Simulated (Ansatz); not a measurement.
**F3H3HfO (built from SMILES [H][H].[OH][Hf]([F])([F])[F]): a barrier at many levels of theory**

Aim: the barrier and energy of one elementary step (Hf1–H7 formed, O2–H6 formed, Hf1–O2 loosened, H6–H7 broken) from LDA up to coupled cluster, on fixed structures, to see where each rung fails.

The runs use Ansatz 0.2.0, Gaussian basis; single points in def2-TZVPP on PBE0-D4/def2-TZVP structures.

Levels: SPW92, PBE-D4, BLYP-D4, r2SCAN-D4, B97M-V, PBE0-D4, B3LYP-D4, r2SCAN0-D4, BHLYP-D4, CAM-B3LYP-D4, wB97X-V, wB97M-V, B2PLYP, PBE-QIDH, RPA on PBE, Hartree-Fock, MP2, CCSD, CCSD(T). The reference is CCSD(T) at the basis limit, from triple and quadruple zeta. Zero-point energies come from PBE0-D4 vibrations.

Cores are frozen in the correlated methods. Core potentials replace the inner electrons past krypton, and spin-orbit coupling is left out. B3LYP uses VWN-RPA correlation. B2PLYP carries no dispersion term here.

80 further runs of the same task are left out: 80 set aside as unsound or not needed. Runs told in other sessions of the task aren't counted.

**1. Start, saddle and end, as given**

Charge 0, multiplicity 1. The folders r, ts and p hold the start, the saddle and the end; their coordinates stand in the first inputs.

```
  pair  r (Å)  ts (Å)  p (Å)
Hf1–H7  2.951   2.049  1.863
 O2–H6  3.161   1.200  0.962
Hf1–O2  1.902   2.144  2.356
 H6–H7  0.749   1.062  2.562
```

**2. SPW92/def2-TZVPP**

File r/in.yaml:

```yaml
crystal:
  periodic: [false, false, false]
  atoms:
    - {symbol: Hf, position_ang: [0.050531, 0.815012, -0.248522]}
    - {symbol: O, position_ang: [1.484998, -0.434345, -0.254861]}
    - {symbol: F, position_ang: [-1.350557, 0.265738, -1.424330]}
    - {symbol: F, position_ang: [-0.606199, 1.108973, 1.520712]}
    - {symbol: F, position_ang: [0.696851, 2.487087, -0.890133]}
    - {symbol: H, position_ang: [-1.326428, -1.707859, 0.428242]}
    - {symbol: H, position_ang: [-1.166763, -1.493671, 1.127785]}
    - {symbol: H, position_ang: [2.217667, -1.040934, -0.258894]}
basis:
  gaussian: {orbitals: def2-TZVPP}
hamiltonian: {xc: lda}
```

File ts/in.yaml:

```yaml
crystal:
  periodic: [false, false, false]
  atoms:
    - {symbol: Hf, position_ang: [-0.413216, 0.611439, -0.112909]}
    - {symbol: O, position_ang: [0.925530, -1.031974, -0.432274]}
    - {symbol: F, position_ang: [-1.421657, 0.659053, -1.715881]}
    - {symbol: F, position_ang: [-1.488979, 1.449588, 1.215908]}
    - {symbol: F, position_ang: [1.048896, 1.829961, -0.136318]}
    - {symbol: H, position_ang: [0.176782, -1.335364, 0.454444]}
    - {symbol: H, position_ang: [-0.697922, -1.084498, 1.001641]}
    - {symbol: H, position_ang: [1.870666, -1.098203, -0.274610]}
basis:
  gaussian: {orbitals: def2-TZVPP}
hamiltonian: {xc: lda}
```

File p/in.yaml:

```yaml
crystal:
  periodic: [false, false, false]
  atoms:
    - {symbol: Hf, position_ang: [-0.596475, 0.657795, 0.118055]}
    - {symbol: O, position_ang: [0.913286, -1.035906, -0.518102]}
    - {symbol: F, position_ang: [-1.401994, 0.361717, -1.582223]}
    - {symbol: F, position_ang: [-1.701809, 1.971758, 0.932174]}
    - {symbol: F, position_ang: [1.149544, 1.464644, 0.245555]}
    - {symbol: H, position_ang: [0.776579, -1.913880, -0.149654]}
    - {symbol: H, position_ang: [-0.966009, -0.727595, 1.307040]}
    - {symbol: H, position_ang: [1.826978, -0.778533, -0.352845]}
basis:
  gaussian: {orbitals: def2-TZVPP}
hamiltonian: {xc: lda}
```

Each run has its own folder and the same command.

Launch:

```bash
ansatz run in.yaml --threads 8 --pin off --events-out ev --progress --plain --max-ram 19148MiB
```

The runs that follow: PBE-D4/def2-TZVPP; BLYP-D4/def2-TZVPP; r2SCAN-D4/def2-TZVPP; B97M-V/def2-TZVPP; PBE0-D4/def2-TZVPP; B3LYP-D4/def2-TZVPP; r2SCAN0-D4/def2-TZVPP; BHLYP-D4/def2-TZVPP; CAM-B3LYP-D4/def2-TZVPP; wB97X-V/def2-TZVPP; wB97M-V/def2-TZVPP; B2PLYP/def2-TZVPP; PBE-QIDH/def2-TZVPP; RPA on PBE/def2-TZVPP; CCSD(T)/def2-TZVPP; MP2/def2-QZVPP; SPW92/def2-SVP; PBE-D4/def2-SVP; PBE0-D4/def2-SVP; wB97M-V/def2-SVP; CCSD(T)/def2-SVP; Vibrations of the start structure; Vibrations of the end structure.

**Question.** What will these runs give? Wanted: barrier, CCSD(T)/CBS; reverse barrier, CCSD(T)/CBS; step energy, CCSD(T)/CBS; barrier with zero-point energy; step energy with zero-point energy; imaginary mode at the saddle; largest T1 diagnostic.

**Answer**, as computed:

| quantity | value |
| --- | --- |
| barrier, CCSD(T)/CBS | 141.0 kJ/mol |
| reverse barrier, CCSD(T)/CBS | 54.7 kJ/mol |
| step energy, CCSD(T)/CBS | +86.4 kJ/mol |
| barrier with zero-point energy | 147.2 kJ/mol |
| step energy with zero-point energy | +103.7 kJ/mol |
| imaginary mode at the saddle | 1079i cm⁻¹ |
| largest T1 diagnostic | 0.017 |

Among the functionals B2PLYP lands nearest to CCSD(T)/CBS (-1.9 kJ/mol) and SPW92 farthest (-55.7 kJ/mol). By rung, the mean size of the error is: LDA 55.7, GGA 15.5, meta-GGA 16.2, hybrid 9.0, range-separated hybrid 4.5, double hybrid 5.5 kJ/mol. The double hybrids carry no dispersion term here, unlike the levels marked D4 or V. PBE-D4 gives a barrier 23.8 kJ/mol too low, outside chemical accuracy (1 kcal/mol, 4.2 kJ/mol). Every functional without exact exchange puts the forward barrier too low. The barrier rises with the share of exact exchange, from BLYP-D4 through B3LYP-D4 to BHLYP-D4 (-7.2, -3.5, +5.2 kJ/mol). Hartree-Fock, with no correlation, is off by +32.7 kJ/mol. Zero-point motion raises the barrier by 6.1 kJ/mol.
